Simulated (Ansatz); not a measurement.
# CH5Cl2GaO: from a rough start to a minimum

Aim: relax CH5Cl2GaO from a cheap starting geometry, check the end point by its vibrations and derive ideal-gas thermochemistry, and look at its orbitals and charge.

The runs use Ansatz 0.2.0, Gaussian basis; RKS PBE0-D4/def2-TZVP.

The runs, in order: relaxation at PBE-D4/def2-SVP; relaxation at PBE0-D4/def2-TZVP; harmonic vibrations at the same level; a single point in def2-TZVPP for the fields.

## (1) The starting structure

SMILES `[CH3][Ga-]([OH2+])([Cl])[Cl]`, 10 atoms, charge 0, spin multiplicity 1.

Atoms are counted from 1 here; the program's logs count them from 0.

Bond lengths: C1–Ga2 1.972 Å, C1–H6 1.138 Å, C1–H7 1.060 Å, C1–H8 1.141 Å, Ga2–O3 1.799 Å, Ga2–Cl4 2.211 Å, Ga2–Cl5 2.202 Å, O3–H9 1.004 Å, O3–H10 1.014 Å. Angles: Ga2–C1–H6 109.4°, Ga2–C1–H7 112.1°, Ga2–C1–H8 106.4°, H6–C1–H7 112.3°, H6–C1–H8 104.6°, H7–C1–H8 111.7°, C1–Ga2–O3 107.7°, C1–Ga2–Cl4 111.0°, C1–Ga2–Cl5 111.4°, O3–Ga2–Cl4 108.1°, O3–Ga2–Cl5 109.8°, Cl4–Ga2–Cl5 108.7°, Ga2–O3–H9 107.7°, Ga2–O3–H10 107.3°, H9–O3–H10 100.5°.

Geometry (Å):

```
C    -1.38560   -0.49530    0.31430
Ga    0.26950    0.16070   -0.53380
O     1.62880   -0.15360    0.60160
Cl    0.67980   -0.92660   -2.41490
Cl    0.14730    2.31450   -0.97440
H    -1.59970    0.11720    1.24920
H    -1.34490   -1.53560    0.51610
H    -2.23750   -0.23720   -0.39930
H     2.44950    0.28210    0.22230
H     1.47590    0.42250    1.42190
```

The start is a force-field geometry with small random shifts, so a cheaper pass at PBE-D4/def2-SVP comes first.

## (2) Relaxation at PBE-D4/def2-SVP (cheap first pass)

in.yaml reads:

```yaml
crystal:
  periodic: [false, false, false]
  atoms:
    - {symbol: C, position_ang: [-1.385600, -0.495300, 0.314300]}
    - {symbol: Ga, position_ang: [0.269500, 0.160700, -0.533800]}
    - {symbol: O, position_ang: [1.628800, -0.153600, 0.601600]}
    - {symbol: Cl, position_ang: [0.679800, -0.926600, -2.414900]}
    - {symbol: Cl, position_ang: [0.147300, 2.314500, -0.974400]}
    - {symbol: H, position_ang: [-1.599700, 0.117200, 1.249200]}
    - {symbol: H, position_ang: [-1.344900, -1.535600, 0.516100]}
    - {symbol: H, position_ang: [-2.237500, -0.237200, -0.399300]}
    - {symbol: H, position_ang: [2.449500, 0.282100, 0.222300]}
    - {symbol: H, position_ang: [1.475900, 0.422500, 1.421900]}
basis:
  gaussian: {orbitals: def2-SVP}
hamiltonian: {xc: pbe, dispersion: d4}
relax: {f_tol: 0.03, max_steps: 200}
```

Command:

```sh
ansatz run in.yaml --threads 4 --pin off --events-out ev --progress --plain --max-ram 10444MiB
```

The program printed, cut to the lines that bear on the results:

```text
Functional definition: PBE
  name "PBE"
  cite "Perdew, Burke & Ernzerhof, Phys. Rev. Lett. 77, 3865 (1996) doi:10.1103/PhysRevLett.77.3865"
  parent pbe
[...]
1336 factors; their error is unknown
[...]
mean field -80552.88853868 eV, -2960.2640530875 hartree, gradient 6.2e-5 eV, S^2 0.000000; 0 other end points of the search recorded, 0 dependent functions left out
[...]
reference -80552.88857727 eV, -2960.2640545059 hartree; 42, 42 occupied and 79, 79 virtual orbitals, 1336 factors
relax step   1: F+E_penalty+E_count = -80553.15459293 eV  Δ(F+E_penalty+E_count) = +0.000e0 eV  max|allowed force component| = 4.477e0 eV/Å  Δτ_max = 0.0000 Å  (27 SCF iters, accepted)
[...]
relax step   3: F+E_penalty+E_count = -80554.07786016 eV  Δ(F+E_penalty+E_count) = -2.350e-1 eV  max|allowed force component| = 9.605e-1 eV/Å  Δτ_max = 0.1831 Å  (27 SCF iters, accepted)
[...]
relax step   5: F+E_penalty+E_count = -80554.18385205 eV  Δ(F+E_penalty+E_count) = -4.501e-2 eV  max|allowed force component| = 6.750e-1 eV/Å  Δτ_max = 0.1943 Å  (27 SCF iters, accepted)
[...]
relax step   7: F+E_penalty+E_count = -80554.25704367 eV  Δ(F+E_penalty+E_count) = -2.020e-2 eV  max|allowed force component| = 7.129e-1 eV/Å  Δτ_max = 0.1948 Å  (27 SCF iters, accepted)
[...]
relax step   9: F+E_penalty+E_count = -80554.28627577 eV  Δ(F+E_penalty+E_count) = -2.870e-3 eV  max|allowed force component| = 6.956e-2 eV/Å  Δτ_max = 0.0565 Å  (28 SCF iters, accepted)
[...]
relax step  10: F+E_penalty+E_count = -80554.28688392 eV  Δ(F+E_penalty+E_count) = -6.081e-4 eV  max|allowed force component| = 2.918e-2 eV/Å  Δτ_max = 0.0081 Å  (29 SCF iters, accepted)
1336 factors; their error is unknown
[...]
mean field -80554.02796996 eV, -2960.3059264148 hartree, gradient 1.4e-5 eV, S^2 0.000000; 1 other end points of the search recorded, 0 dependent functions left out
[...]
reference -80554.02800902 eV, -2960.3059278504 hartree; 42, 42 occupied and 79, 79 virtual orbitals, 1336 factors
Total energy: -80554.28692298 eV, -2960.3154427629 hartree
Atom 0 at    -1.592734    -0.533969     0.295762 Å, force    -0.002942     0.007958    -0.015063 eV/Å
Atom 1 at    -0.001914     0.243425    -0.534197 Å, force    -0.029176    -0.008233     0.000895 eV/Å
Atom 2 at     1.689995     0.044208     0.762805 Å, force    -0.007098     0.003123     0.010793 eV/Å
Atom 3 at     1.106439    -0.797546    -2.138981 Å, force     0.007476    -0.002163    -0.002212 eV/Å
Atom 4 at     0.321571     2.428803    -0.617314 Å, force     0.005357     0.008019     0.001185 eV/Å
Atom 5 at    -1.812123    -0.016437     1.249122 Å, force     0.000386    -0.001886     0.004324 eV/Å
Atom 6 at    -1.432207    -1.612705     0.483550 Å, force     0.000880    -0.003592     0.004587 eV/Å
Atom 7 at    -2.458923    -0.413974    -0.383979 Å, force     0.005916    -0.000966     0.004430 eV/Å
Atom 8 at     2.299744    -0.384390     0.118128 Å, force     0.010696     0.006974    -0.002617 eV/Å
Atom 9 at     1.963252     0.991285     0.768102 Å, force     0.008505    -0.009235    -0.006322 eV/Å
Dipole moment:     0.207353    -0.189931     0.511108 e Å
```

It took 18 s on 4 threads of Arm Neoverse V1, shared host.

Relaxation path:

```tsv
step	energy from step 1 (eV)	largest force component (eV/Å)
1	0.0000	4.4767
2	-0.6883	1.9199
3	-0.9233	0.9605
4	-0.9843	0.3429
5	-1.0293	0.6750
6	-1.0823	0.1840
7	-1.1025	0.7129
8	-1.1288	0.0820
9	-1.1317	0.0696
10	-1.1323	0.0292
```

Distances of close pairs at the start and the end, largest changes first:

```tsv
bond	before (Å)	after (Å)	change (Å)
Ga2–O3	1.799	2.141	+0.342
C1–H7	1.060	1.107	+0.046
C1–H8	1.141	1.108	-0.033
C1–H6	1.138	1.107	-0.031
O3–H10	1.014	0.986	-0.028
O3–H9	1.004	0.985	-0.018
C1–Ga2	1.972	1.955	-0.017
Ga2–Cl5	2.202	2.211	+0.009
```

## (3) Relaxation at PBE0-D4/def2-TZVP

in.yaml reads:

```yaml
crystal:
  periodic: [false, false, false]
  atoms:
    - {symbol: C, position_ang: [-1.592734, -0.533969, 0.295762]}
    - {symbol: Ga, position_ang: [-0.001914, 0.243425, -0.534197]}
    - {symbol: O, position_ang: [1.689995, 0.044208, 0.762805]}
    - {symbol: Cl, position_ang: [1.106439, -0.797546, -2.138981]}
    - {symbol: Cl, position_ang: [0.321571, 2.428803, -0.617314]}
    - {symbol: H, position_ang: [-1.812123, -0.016437, 1.249122]}
    - {symbol: H, position_ang: [-1.432207, -1.612705, 0.483550]}
    - {symbol: H, position_ang: [-2.458923, -0.413974, -0.383979]}
    - {symbol: H, position_ang: [2.299744, -0.384390, 0.118128]}
    - {symbol: H, position_ang: [1.963252, 0.991285, 0.768102]}
basis:
  gaussian: {orbitals: def2-TZVP}
hamiltonian: {xc: pbe0, dispersion: d4}
relax: {f_tol: 0.005, max_steps: 150}
```

Launched as before.

The program printed, cut to the lines that bear on the results:

```text
Functional definition: PBE0
  name "PBE0"
  cite "Adamo & Barone, J. Chem. Phys. 110, 6158 (1999) doi:10.1063/1.478522"
  cite "Perdew, Burke & Ernzerhof, Phys. Rev. Lett. 77, 3865 (1996) doi:10.1103/PhysRevLett.77.3865"
  parent pbe
[...]
1500 factors; their error is unknown
[...]
mean field -80576.54938980 eV, -2961.1335733284 hartree, gradient 6.5e-5 eV, S^2 0.000000; 0 other end points of the search recorded, 0 dependent functions left out
[...]
reference -80576.54942115 eV, -2961.1335744803 hartree; 42, 42 occupied and 172, 172 virtual orbitals, 1500 factors
relax step   1: F+E_penalty+E_count = -80576.77262518 eV  Δ(F+E_penalty+E_count) = +0.000e0 eV  max|allowed force component| = 7.033e-1 eV/Å  Δτ_max = 0.0000 Å  (27 SCF iters, accepted)
[...]
Atom 0 at    -1.562158    -0.523423     0.289430 Å, force    -0.001673     0.000246    -0.001584 eV/Å
Atom 1 at    -0.002444     0.261271    -0.570213 Å, force    -0.000406     0.000908    -0.001282 eV/Å
Atom 2 at     1.653141     0.048144     0.735106 Å, force     0.002202     0.000111     0.000029 eV/Å
Atom 3 at     1.037774    -0.776642    -2.184078 Å, force     0.000358    -0.000161     0.000013 eV/Å
Atom 4 at     0.258921     2.425769    -0.672973 Å, force     0.000277     0.000401     0.000092 eV/Å
Atom 5 at    -1.770260    -0.013362     1.230550 Å, force     0.000250     0.000003     0.000664 eV/Å
Atom 6 at    -1.393664    -1.583694     0.480687 Å, force     0.000230    -0.000445     0.000681 eV/Å
Atom 7 at    -2.431783    -0.421011    -0.361545 Å, force     0.001305    -0.000317     0.000986 eV/Å
Atom 8 at     2.313446    -0.419722     0.204687 Å, force    -0.001376     0.000536     0.000692 eV/Å
Atom 9 at     1.980126     0.951370     0.851346 Å, force    -0.001166    -0.001281    -0.000289 eV/Å
Dipole moment:     0.305623    -0.212228     0.607126 e Å
```

It took 47 s on 4 threads of Arm Neoverse V1, shared host; peak memory 0.73 GiB.

Along the way:

```tsv
step	energy from step 1 (eV)	largest force component (eV/Å)
1	0.0000	0.7033
2	-0.0400	0.3280
3	-0.0491	0.1114
4	-0.0508	0.0527
5	-0.0501	0.1444
6	-0.0511	0.0104
7	-0.0512	0.0022
```

Close pairs (by a distance rule), those that changed most:

```tsv
bond	before (Å)	after (Å)	change (Å)
Ga2–Cl4	2.211	2.183	-0.028
Ga2–Cl5	2.211	2.183	-0.028
Ga2–O3	2.141	2.119	-0.022
O3–H10	0.986	0.968	-0.018
O3–H9	0.985	0.968	-0.018
C1–H8	1.108	1.091	-0.016
C1–H6	1.107	1.090	-0.016
C1–H7	1.107	1.090	-0.016
```

Mulliken charges at the end point, from the run's report:

```tsv
atom	value (e)
C1	-0.55
Ga2	0.58
O3	-0.52
Cl4	-0.35
Cl5	-0.35
H6	0.15
H7	0.15
H8	0.15
H9	0.37
H10	0.37
```

## (4) Force constants and modes

in.yaml reads:

```yaml
crystal:
  periodic: [false, false, false]
  atoms:
    - {symbol: C, position_ang: [-1.562158, -0.523423, 0.289430]}
    - {symbol: Ga, position_ang: [-0.002444, 0.261271, -0.570213]}
    - {symbol: O, position_ang: [1.653141, 0.048144, 0.735106]}
    - {symbol: Cl, position_ang: [1.037774, -0.776642, -2.184078]}
    - {symbol: Cl, position_ang: [0.258921, 2.425769, -0.672973]}
    - {symbol: H, position_ang: [-1.770260, -0.013362, 1.230550]}
    - {symbol: H, position_ang: [-1.393664, -1.583694, 0.480687]}
    - {symbol: H, position_ang: [-2.431783, -0.421011, -0.361545]}
    - {symbol: H, position_ang: [2.313446, -0.419722, 0.204687]}
    - {symbol: H, position_ang: [1.980126, 0.951370, 0.851346]}
basis:
  gaussian: {orbitals: def2-TZVP}
hamiltonian: {xc: pbe0, dispersion: d4}
phonons: {temperatures: {t_min: 298.15, t_max: 900, t_step: 200}}
```

The command is unchanged.

The program printed, cut to the lines that bear on the results:

```text
Functional definition: PBE0
  name "PBE0"
  cite "Adamo & Barone, J. Chem. Phys. 110, 6158 (1999) doi:10.1063/1.478522"
  cite "Perdew, Burke & Ernzerhof, Phys. Rev. Lett. 77, 3865 (1996) doi:10.1103/PhysRevLett.77.3865"
  parent pbe
[...]
1500 factors; their error is unknown
[...]
mean field -80576.59894528 eV, -2961.1353944586 hartree, gradient 5.7e-5 eV, S^2 0.000000; 0 other end points of the search recorded, 0 dependent functions left out
[...]
reference -80576.59897693 eV, -2961.1353956217 hartree; 42, 42 occupied and 172, 172 virtual orbitals, 1500 factors
[...]
1500 factors; their error is unknown
mean field -80576.59877591 eV, -2961.1353882344 hartree, gradient 1.4e-6 eV, S^2 0.000000; 0 other end points of the search recorded, 0 dependent functions left out
[...]
reference -80576.59880756 eV, -2961.1353893974 hartree; 42, 42 occupied and 172, 172 virtual orbitals, 1500 factors
[...]
Atom 2 at     1.653141     0.048144     0.735106 Å, force     0.002268     0.000119     0.000022 eV/Å
Atom 3 at     1.037774    -0.776642    -2.184078 Å, force     0.000533    -0.000153     0.000053 eV/Å
Atom 4 at     0.258921     2.425769    -0.672973 Å, force     0.000450     0.000430     0.000146 eV/Å
Atom 5 at    -1.770260    -0.013362     1.230550 Å, force     0.000272     0.000011     0.000674 eV/Å
Atom 6 at    -1.393664    -1.583694     0.480687 Å, force     0.000256    -0.000441     0.000689 eV/Å
Atom 7 at    -2.431783    -0.421011    -0.361545 Å, force     0.001246    -0.000355     0.001030 eV/Å
Atom 8 at     2.313446    -0.419722     0.204687 Å, force    -0.001390     0.000518     0.000721 eV/Å
Atom 9 at     1.980126     0.951370     0.851346 Å, force    -0.001176    -0.001286    -0.000259 eV/Å
Dipole moment:     0.305619    -0.212228     0.607124 e Å
Vibrations: 66.31 109.84 114.15 128.66 137.80 155.87 228.54 298.04 375.89 394.88 576.10 608.41 644.79 744.43 762.02 1232.90 1447.08 1450.08 1624.26 3066.13 3157.30 3163.87 3749.43 3840.43 cm⁻¹, zero-point energy 1.740564 eV
```

Wall time 4.1 min (4 threads of Arm Neoverse V1, shared host); peak memory 0.73 GiB.

Motions are named by where the mode's potential energy lies. The modes, unscaled (a negative number is an imaginary wavenumber):

```tsv
mode	cm⁻¹	motion
1	66	torsion
2	110	bend
3	114	bend with torsion
4	129	bend with torsion
5	138	bend with torsion
6	156	torsion with bend
7	229	torsion
8	298	Ga–O stretch
9	376	Ga–Cl stretch
10	395	Ga–Cl stretch
11	576	bend with Ga–C stretch
12	608	Ga–C stretch with bend
13	645	bend
14	744	bend
15	762	bend
16	1233	bend
17	1447	bend
18	1450	bend
19	1624	bend
20	3066	C–H stretch
21	3157	C–H stretch
22	3164	C–H stretch
23	3749	O–H stretch
24	3840	O–H stretch
```

From these modes and the moments of inertia (298.15 K, 1 bar, symmetry number 1):

```tsv
term	value
zero-point energy	167.9 kJ/mol
H(298) − E	194.9 kJ/mol
entropy, translation	173.2 J/(mol K)
entropy, rotation	119.8 J/(mol K)
entropy, vibration	110.3 J/(mol K)
entropy, total	403.3 J/(mol K)
```

## (5) Orbitals, density and potential

Edit in.yaml of step 4 so:

```diff
@@ -14,4 +14,4 @@
 basis:
-  gaussian: {orbitals: def2-TZVP}
+  gaussian: {orbitals: def2-TZVPP}
 hamiltonian: {xc: pbe0, dispersion: d4}
-phonons: {temperatures: {t_min: 298.15, t_max: 900, t_step: 200}}
+output: {orbitals: {seedname: orbitals}}
```

The command is unchanged.

The program printed:

```text
Functional definition: PBE0
  name "PBE0"
  cite "Adamo & Barone, J. Chem. Phys. 110, 6158 (1999) doi:10.1063/1.478522"
  cite "Perdew, Burke & Ernzerhof, Phys. Rev. Lett. 77, 3865 (1996) doi:10.1103/PhysRevLett.77.3865"
  parent pbe
  parameter a = 0.25
  parameter kappa = 0.804
  parameter beta = 0.06672455060314922
  exchange = (1 - a)*pbe_x(kappa = kappa, mu = beta*pi^2/3) + a*exact_x
  correlation = pbe_c(beta = beta)
1689 factors; their error is unknown
mean field evaluation 1: about -80567.2866 eV, gradient 7.1e1 eV
mean field evaluation 2: about -80560.7570 eV, gradient 9.2e1 eV
mean field evaluation 4: about -80576.4384 eV, gradient 3.4e0 eV
mean field evaluation 8: about -80576.4625 eV, gradient 7.5e-2 eV
mean field evaluation 16: about -80576.7134 eV, gradient 2.1e-5 eV
mean field -80576.71337263 eV, -2961.1395995863 hartree, gradient 2.1e-5 eV, S^2 0.000000; 0 other end points of the search recorded, 0 dependent functions left out
reference -80576.71340494 eV, -2961.1396007736 hartree; 42, 42 occupied and 222, 222 virtual orbitals, 1689 factors
Total energy: -80576.93822362 eV, -2961.1478627078 hartree
```

Wall time 6 s (4 threads of Arm Neoverse V1, shared host); peak memory 0.92 GiB.

Orbitals, density, ELF and potential are computed afterwards from the orbital file.

Frontier orbitals at PBE0-D4/def2-TZVPP, with the share of their density that lies nearest to each atom:

```tsv
orbital	energy (eV)	lies on
HOMO	-8.33	Cl4, Cl5 about 27 % each; C1 22 %; Ga2 10 %
LUMO	-0.31	H9, H10 about 28 % each; O3 12 %; Ga2 8 %
```

ELF in a plane through or near 5 of the atoms.

Values, 10 rows by 14 columns:
```
0.00 0.00 0.00 0.00 0.00 0.00 0.00 0.00 0.00 0.00 0.00 0.00 0.00 0.00
0.00 0.00 0.00 0.00 0.00 0.00 0.00 0.00 0.00 0.00 0.00 0.00 0.00 0.00
0.00 0.00 0.00 0.00 0.00 0.01 0.01 0.00 0.00 0.08 0.05 0.00 0.00 0.00
0.00 0.00 0.00 0.10 0.31 0.02 0.00 0.01 0.38 0.97 0.91 0.17 0.00 0.00
0.00 0.00 0.03 0.59 0.97 0.62 0.16 0.07 0.60 0.99 0.92 0.20 0.01 0.00
0.00 0.00 0.02 0.31 0.82 0.66 0.48 0.10 0.46 0.82 0.62 0.12 0.01 0.00
0.00 0.00 0.02 0.51 0.92 0.22 0.02 0.02 0.62 1.00 0.96 0.26 0.00 0.00
0.00 0.00 0.00 0.01 0.01 0.01 0.01 0.00 0.07 0.69 0.53 0.03 0.00 0.00
0.00 0.00 0.00 0.00 0.00 0.00 0.00 0.00 0.00 0.00 0.00 0.00 0.00 0.00
0.00 0.00 0.00 0.00 0.00 0.00 0.00 0.00 0.00 0.00 0.00 0.00 0.00 0.00
```
The map spans 10.1 Å across and 8.8 Å up, centred on the molecule. Atoms in the plane (x, y in Å): O3 (-1.5, 0.0), H6 (1.8, 0.9), H7 (1.8, -0.9), H9 (-2.1, -0.8), H10 (-2.1, 0.8).

On the surface of density 0.002 e/bohr³ the electrostatic potential runs, from the 1st to the 99th percentile, from -0.89 V near Cl4 to 3.05 V near H10.

## (6) Summary of results

```
                  quantity            value
               point group               Cs
                     steps           10 + 7
shift from the start (rms)          0.446 Å
              total energy   -80576.8238 eV
           dispersion term         -225 meV
             dipole moment           3.42 D
lowest, highest wavenumber    66, 3840 cm⁻¹
         zero-point energy     167.9 kJ/mol
       entropy at 298.15 K  403.3 J/(mol K)
                HOMO, LUMO  -8.33, -0.31 eV
```

In words: The relaxed geometry lies 0.45 Å (rms) from the start; the bond that changed most is Ga2–O3, from 1.799 to 2.119 Å. All wavenumbers are real, so the end point is a minimum. The stiffest mode, 3840 cm⁻¹, is an O–H stretch, and 6 modes under 200 cm⁻¹ make the vibrational entropy uncertain. Harmonic hybrid wavenumbers usually lie a few per cent above measured fundamentals. The largest Mulliken charge, +0.58 e, sits on Ga2. The HOMO lies mostly on Cl4, Cl5 about 27 % each; C1 22 % and the LUMO on H9, H10 about 28 % each; O3 12 %.
